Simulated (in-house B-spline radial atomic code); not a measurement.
# Zr²⁺: excited configurations in jj coupling

Aim: the energies of several excited configurations of Zr²⁺ above a reference configuration, each from its own self-consistent run.

Program: in-house B-spline radial atomic code version 1. Level of theory: Dirac-Hartree-Fock, average of configuration, Fermi nucleus, basis-set limit. These are calculated values, not measurements, unless marked.

**1. The system**

- element: zirconium (Z = 40)
- charge: +2
- electrons: 38
- configuration: 1s2 2s2 2p6 3s2 3p6 3d10 4s2 4p6 4d-2
- Hamiltonian: Dirac-Coulomb
- nucleus: Fermi, rms radius 4.269 fm

In configurations, a minus sign after the shell means j = l − 1/2 and a plus sign j = l + 1/2; the count of electrons follows.

The run's settings:

```ini
Z = 40
electrons = 38.0
configuration = 1s2 2s2 2p6 3s2 3p6 3d10 4s2 4p6 4d-2
hamiltonian = dirac
method = hf
spin_polarised = False
nucleus = fermi
rms_radius = 4.2694
mass_number = 90
atomic_mass = 89.904698755
speed_of_light = 137.035999084
```

The reference is known from an earlier run: -3596.448424 hartree in all. Up to eight levels, counted from the top:

```csv
orbital,occupation,energy (eV),<r> (bohr)
3p1/2,2,-382.63,0.4528
3p3/2,4,-368.22,0.4627
3d3/2,4,-217.36,0.4488
3d5/2,6,-214.36,0.4527
4s1/2,2,-82.400,1.222
4p1/2,2,-57.491,1.356
4p3/2,4,-53.815,1.375
4d3/2,2,-22.204,1.997
```

**2. 1s2 2s2 2p6 3s2 3p6 3d-4 3d+5 4s2 4p6 4d+3**

The settings differ from step 1 so:

```diff
@@ -2,3 +2,3 @@
 electrons = 38.0
-configuration = 1s2 2s2 2p6 3s2 3p6 3d10 4s2 4p6 4d-2
+configuration = 1s2 2s2 2p6 3s2 3p6 3d-4 3d+5 4s2 4p6 4d+3
 hamiltonian = dirac
```

The program writes no log. Results of the run, from its result record (rounded, main fields):

```text
status: converged
scf [iteration, energy, orbital gradient]:
  - [1, -3583.94143099, 0.517]
  - [2, -3588.43302612, 0.206]
  - [3, -3589.6658254, 0.0498]
  - [4, -3589.76882753, 0.0148]
  - [5, -3589.77790083, 0.00674]
  - [6, -3589.77953616, 0.00155]
  - [7, -3589.77957328, 0.000237]
  - [8, -3589.7795748, 4.16e-05]
  - [9, -3589.77957483, 1.52e-06]
  - [10, -3589.77957483, 2.09e-07]
energy [hartree]: {"total": -3589.77957483, "kinetic": 3711.23862597, "nuclear": -8625.84779316, "coulomb": 1434.32130008, "exact_exchange": -109.491707719}
breit [hartree]: {"gaunt": 2.274896, "retardation": -0.223351, "frequency_dependence": -0.0130128}
qed [hartree]: {"self_energy": 1.5268, "uehling": -0.1687802, "wichmann_kroll": 0.0023244}
recoil [hartree]: 0.01560996
total_with_corrections [hartree]: -3586.36508871
orbitals [hartree, bohr; first row names the columns]:
  - ["name", "occ", "eps", "<r>"]
  - ["1s1/2", 2.0, -667.01122, 0.037055]
  - ["2s1/2", 2.0, -96.367196, 0.16185]
  - ["2p1/2", 2.0, -88.043147, 0.13871]
  - ["2p3/2", 4.0, -84.832349, 0.14297]
  - ["3s1/2", 2.0, -17.923284, 0.45173]
  - ["3p1/2", 2.0, -14.797871, 0.44804]
  - ["3p3/2", 4.0, -14.180629, 0.45798]
  - ["3d3/2", 4.0, -8.7437465, 0.43998]
  - ["3d5/2", 5.0, -8.649404, 0.44185]
  - ["4s1/2", 2.0, -3.2448684, 1.1858]
  - ["4p1/2", 2.0, -2.2098784, 1.2939]
  - ["4p3/2", 4.0, -2.201092, 1.3283]
  - ["4d5/2", 3.0, -0.89225633, 1.8592]
sum_r [bohr^k]: {"-1": 215.6472, "1": 24.69815, "2": 31.52899}
energy_minus_base [hartree]: 6.66884874
energy_minus_base_with_corrections [hartree]: 6.66922028
```

It took 1.1 s on 1 thread, shared host.

energy_minus_base is the energy less that of the reference run.

**3. Run with 1s2 2s2 2p6 3s2 3p6 3d-4 3d+5 4s2 4p6 4d+2 6d+1**

The settings differ from step 2 so:

```diff
@@ -2,3 +2,3 @@
 electrons = 38.0
-configuration = 1s2 2s2 2p6 3s2 3p6 3d-4 3d+5 4s2 4p6 4d+3
+configuration = 1s2 2s2 2p6 3s2 3p6 3d-4 3d+5 4s2 4p6 4d+2 6d+1
 hamiltonian = dirac
```

From the record:

```text
status: converged
scf [iteration, energy, orbital gradient]:
  - [1, -3583.30446845, 0.517]
  - [2, -3588.22984661, 0.197]
  - [3, -3589.04902419, 0.0498]
  - [4, -3589.12493281, 0.0186]
  - [5, -3589.13469168, 0.00697]
  - [6, -3589.13570432, 0.000898]
  - [7, -3589.13572891, 0.000172]
  - [8, -3589.13573055, 3.27e-05]
  - [9, -3589.13573058, 2.32e-06]
  - [10, -3589.13573058, 1.97e-07]
energy [hartree]: {"total": -3589.13573058, "kinetic": 3710.62168054, "nuclear": -8611.40844265, "coulomb": 1420.79378551, "exact_exchange": -109.142753981}
breit [hartree]: {"gaunt": 2.27531, "retardation": -0.2233959, "frequency_dependence": -0.01301958}
qed [hartree]: {"self_energy": 1.526894, "uehling": -0.1687886, "wichmann_kroll": 0.002324515}
recoil [hartree]: 0.01561276
total_with_corrections [hartree]: -3585.72079313
orbitals [hartree, bohr; first row names the columns]:
  - ["name", "occ", "eps", "<r>"]
  - ["1s1/2", 2.0, -667.37608, 0.037055]
  - ["2s1/2", 2.0, -96.738888, 0.16185]
  - ["2p1/2", 2.0, -88.41523, 0.13871]
  - ["2p3/2", 4.0, -85.202817, 0.14297]
  - ["3s1/2", 2.0, -18.290835, 0.45166]
  - ["3p1/2", 2.0, -15.165791, 0.44795]
  - ["3p3/2", 4.0, -14.54768, 0.45788]
  - ["3d3/2", 4.0, -9.1117244, 0.43985]
  - ["3d5/2", 5.0, -9.0133811, 0.44233]
  - ["4s1/2", 2.0, -3.5882492, 1.1763]
  - ["4p1/2", 2.0, -2.5510672, 1.2783]
  - ["4p3/2", 4.0, -2.5212073, 1.3078]
  - ["4d5/2", 2.0, -1.2052588, 1.7266]
  - ["6d5/2", 1.0, -0.22128303, 9.3725]
sum_r [bohr^k]: {"-1": 215.2862, "1": 31.81527, "2": 124.0831}
energy_minus_base [hartree]: 7.31269298
energy_minus_base_with_corrections [hartree]: 7.31351587
```

It took 1.6 s on 1 thread, shared host.

**4. Configuration 1s2 2s2 2p6 3s2 3p6 3d10 4s2 4p6 4d-1 6p-1**

The settings differ from step 3 so:

```diff
@@ -2,3 +2,3 @@
 electrons = 38.0
-configuration = 1s2 2s2 2p6 3s2 3p6 3d-4 3d+5 4s2 4p6 4d+2 6d+1
+configuration = 1s2 2s2 2p6 3s2 3p6 3d10 4s2 4p6 4d-1 6p-1
 hamiltonian = dirac
```

From the record:

```text
status: converged
scf [iteration, energy, orbital gradient]:
  - [1, -3592.6131431, 0.516]
  - [2, -3595.48337071, 0.145]
  - [3, -3595.91764372, 0.0365]
  - [4, -3595.95289821, 0.0139]
  - [5, -3595.95673373, 0.00478]
  - [6, -3595.95723143, 0.000469]
  - [7, -3595.95723764, 0.00011]
  - [8, -3595.95723798, 9.81e-06]
  - [9, -3595.95723798, 7.42e-07]
  - [10, -3595.95723798, 3.96e-08]
energy [hartree]: {"total": -3595.95723798, "kinetic": 3717.17672404, "nuclear": -8650.08295723, "coulomb": 1448.42548128, "exact_exchange": -111.476486069}
breit [hartree]: {"gaunt": 2.275699, "retardation": -0.2233999, "frequency_dependence": -0.01297762}
qed [hartree]: {"self_energy": 1.525973, "uehling": -0.1686987, "wichmann_kroll": 0.002323275}
recoil [hartree]: 0.01559698
total_with_corrections [hartree]: -3592.54272194
orbitals [hartree, bohr; first row names the columns]:
  - ["name", "occ", "eps", "<r>"]
  - ["1s1/2", 2.0, -666.37276, 0.037054]
  - ["2s1/2", 2.0, -95.69421, 0.16191]
  - ["2p1/2", 2.0, -87.353992, 0.13873]
  - ["2p3/2", 4.0, -84.17222, 0.14306]
  - ["3s1/2", 2.0, -17.540082, 0.45525]
  - ["3p1/2", 2.0, -14.379549, 0.4527]
  - ["3p3/2", 4.0, -13.850635, 0.46258]
  - ["3d3/2", 4.0, -8.3007433, 0.44885]
  - ["3d5/2", 6.0, -8.1964586, 0.45252]
  - ["4s1/2", 2.0, -3.3254393, 1.2117]
  - ["4p1/2", 2.0, -2.3762505, 1.3318]
  - ["4p3/2", 4.0, -2.2669403, 1.3555]
  - ["4d3/2", 1.0, -1.0779074, 1.8472]
  - ["6p1/2", 1.0, -0.30485593, 7.1929]
sum_r [bohr^k]: {"-1": 216.2531, "1": 28.97353, "2": 82.06801}
energy_minus_base [hartree]: 0.491185584
energy_minus_base_with_corrections [hartree]: 0.491587058
```

It took 1.5 s on 1 thread, shared host.

**5. 1s2 2s2 2p6 3s2 3p6 3d10 4s2 4p-2 4p+3 4d-2 5d-1**

The settings differ from step 4 so:

```diff
@@ -2,3 +2,3 @@
 electrons = 38.0
-configuration = 1s2 2s2 2p6 3s2 3p6 3d10 4s2 4p6 4d-1 6p-1
+configuration = 1s2 2s2 2p6 3s2 3p6 3d10 4s2 4p-2 4p+3 4d-2 5d-1
 hamiltonian = dirac
```

From the record:

```text
status: converged
scf [iteration, energy, orbital gradient]:
  - [1, -3591.04104877, 0.517]
  - [2, -3594.22318365, 0.153]
  - [3, -3594.84088215, 0.0369]
  - [4, -3594.8924422, 0.0136]
  - [5, -3594.89914166, 0.00483]
  - [6, -3594.89964872, 0.000506]
  - [7, -3594.89965878, 8.15e-05]
  - [8, -3594.89965933, 1.84e-05]
  - [9, -3594.89965934, 1.77e-06]
  - [10, -3594.89965934, 1.59e-07]
energy [hartree]: {"total": -3594.89965934, "kinetic": 3716.10953146, "nuclear": -8645.87560348, "coulomb": 1445.7645825, "exact_exchange": -110.898169826}
breit [hartree]: {"gaunt": 2.27423, "retardation": -0.2230806, "frequency_dependence": -0.01292698}
qed [hartree]: {"self_energy": 1.525935, "uehling": -0.1687083, "wichmann_kroll": 0.002323402}
recoil [hartree]: 0.0155908
total_with_corrections [hartree]: -3591.48629597
orbitals [hartree, bohr; first row names the columns]:
  - ["name", "occ", "eps", "<r>"]
  - ["1s1/2", 2.0, -666.4718, 0.037053]
  - ["2s1/2", 2.0, -95.767691, 0.1619]
  - ["2p1/2", 2.0, -87.435983, 0.13873]
  - ["2p3/2", 4.0, -84.243607, 0.14306]
  - ["3s1/2", 2.0, -17.605315, 0.4552]
  - ["3p1/2", 2.0, -14.449996, 0.45257]
  - ["3p3/2", 4.0, -13.909356, 0.46309]
  - ["3d3/2", 4.0, -8.378484, 0.4483]
  - ["3d5/2", 6.0, -8.2603791, 0.45213]
  - ["4s1/2", 2.0, -3.3094381, 1.2054]
  - ["4p1/2", 2.0, -2.4285366, 1.3244]
  - ["4p3/2", 3.0, -2.2904643, 1.3428]
  - ["4d3/2", 2.0, -1.0833886, 1.7774]
  - ["5d3/2", 1.0, -0.36949411, 5.376]
sum_r [bohr^k]: {"-1": 216.1479, "1": 27.44034, "2": 57.26307}
energy_minus_base [hartree]: 1.54876422
energy_minus_base_with_corrections [hartree]: 1.54801303
```

It took 1.4 s on 1 thread, shared host.

**6. Configuration 1s2 2s2 2p6 3s2 3p6 3d10 4s2 4p-1 4p+4 4d+2 6f-1**

The settings differ from step 5 so:

```diff
@@ -2,3 +2,3 @@
 electrons = 38.0
-configuration = 1s2 2s2 2p6 3s2 3p6 3d10 4s2 4p-2 4p+3 4d-2 5d-1
+configuration = 1s2 2s2 2p6 3s2 3p6 3d10 4s2 4p-1 4p+4 4d+2 6f-1
 hamiltonian = dirac
```

From the record:

```text
status: converged
scf [iteration, energy, orbital gradient]:
  - [1, -3590.63151509, 0.517]
  - [2, -3593.96293087, 0.153]
  - [3, -3594.5330441, 0.0374]
  - [4, -3594.58096204, 0.0135]
  - [5, -3594.58589147, 0.00467]
  - [6, -3594.58653815, 0.000539]
  - [7, -3594.58654686, 7.22e-05]
  - [8, -3594.58654713, 1.05e-05]
  - [9, -3594.58654714, 7.25e-07]
  - [10, -3594.58654714, 6.9e-08]
energy [hartree]: {"total": -3594.58654714, "kinetic": 3715.63340595, "nuclear": -8639.83662955, "coulomb": 1440.41912495, "exact_exchange": -110.802448488}
breit [hartree]: {"gaunt": 2.272551, "retardation": -0.2230837, "frequency_dependence": -0.01299077}
qed [hartree]: {"self_energy": 1.526134, "uehling": -0.1687072, "wichmann_kroll": 0.002323383}
recoil [hartree]: 0.01559093
total_with_corrections [hartree]: -3591.17472964
orbitals [hartree, bohr; first row names the columns]:
  - ["name", "occ", "eps", "<r>"]
  - ["1s1/2", 2.0, -666.62188, 0.037053]
  - ["2s1/2", 2.0, -95.915101, 0.1619]
  - ["2p1/2", 2.0, -87.562766, 0.13874]
  - ["2p3/2", 4.0, -84.401707, 0.14305]
  - ["3s1/2", 2.0, -17.750486, 0.45514]
  - ["3p1/2", 2.0, -14.57005, 0.45335]
  - ["3p3/2", 4.0, -14.06628, 0.46236]
  - ["3d3/2", 4.0, -8.4980152, 0.4485]
  - ["3d5/2", 6.0, -8.4214052, 0.45184]
  - ["4s1/2", 2.0, -3.4423428, 1.204]
  - ["4p1/2", 1.0, -2.5128071, 1.3114]
  - ["4p3/2", 4.0, -2.4522468, 1.3447]
  - ["4d5/2", 2.0, -1.2010398, 1.7992]
  - ["6f5/2", 1.0, -0.12831004, 15.408]
sum_r [bohr^k]: {"-1": 215.9969, "1": 37.52298, "2": 296.5886}
energy_minus_base [hartree]: 1.86187643
energy_minus_base_with_corrections [hartree]: 1.85957935
```

Wall time 1.7 s (1 thread, shared host).

(Part 1 of 2 ends here.)
